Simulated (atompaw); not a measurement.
# Ga: the cost of one run

The numbers are computed with atompaw 4.2.0.5 (PBE, scalar-relativistic, spin-unpolarised reference atom).

### 1 The atom and the settings

The settings as typed:

```
element                 : gallium (Ga, Z = 31)
type                    : PAW
frozen core             : [Ne]
valence charge          : 21
reference configuration : 3s2 3p6 3d10 4s2 4p1
partial waves           : 3s (bound): rc 1.05 bohr; 4s (bound): rc 0.95 bohr; 3p (bound): rc 0.95 bohr; 4p (bound): rc 1.40 bohr; 3d (bound): rc 1.15 bohr; 3d channel at -0.85 Ry: rc 1.40 bohr
local potential         : bessel scheme, radius 1.15 bohr
core correction         : smooth core density matched at 1.20 bohr
augmentation charge     : besselshape compensation charge, radius 1.00 bohr; PAW radius 1.40 bohr; waves and projectors: custom polynom gramschmidtortho
```

The outer shells as boxes (Hund's rule for the drawing; the calculation is spin-unpolarised):

```
[Ne] core
3s [↑↓]
3p [↑↓][↑↓][↑↓]
3d [↑↓][↑↓][↑↓][↑↓][↑↓]
4s [↑↓]
4p [↑ ][  ][  ]
```

An earlier all-electron run gives the scale for the radii.

All-electron outer shells of the reference configuration (PBE, scalar-relativistic, ld1.x):

| shell | level (eV) | outermost node (bohr) | outermost maximum (bohr) |
| --- | --- | --- | --- |
| 2s | -1262.33 | 0.07 | 0.18 |
| 2p | -1098.84 | – | 0.15 |
| 3s | -148.13 | 0.27 | 0.56 |
| 3p | -98.86 | 0.24 | 0.56 |
| 3d | -19.15 | – | 0.53 |
| 4s | -8.95 | 0.81 | 1.90 |
| 4p | -2.58 | 0.87 | 2.53 |

### 2 Generation

Input file Ga.input:

```
Ga 31
GGA-PBE scalarrelativistic loggrid 1500 logderivrange -13 5 451
4 4 3 0 0 0
4 1 1
0 0 0
c
c
v
v
c
v
v
v
2
1.40 1.00 1.15 1.20
n
n
y
-0.85
n
custom polynom gramschmidtortho besselshape
bessel
1.05
0.95
0.95
1.40
1.15
1.40
PWSCFOUT
UPFDX 0.0125d0 UPFXMIN -7.d0 UPFZMESH 31.d0
END
```

On the command line:

```
atompaw < Ga.input > Ga.log
```

**Question.** How long does this run take on 1 thread of AMD EPYC 7R43, shared host?

About 12 s.
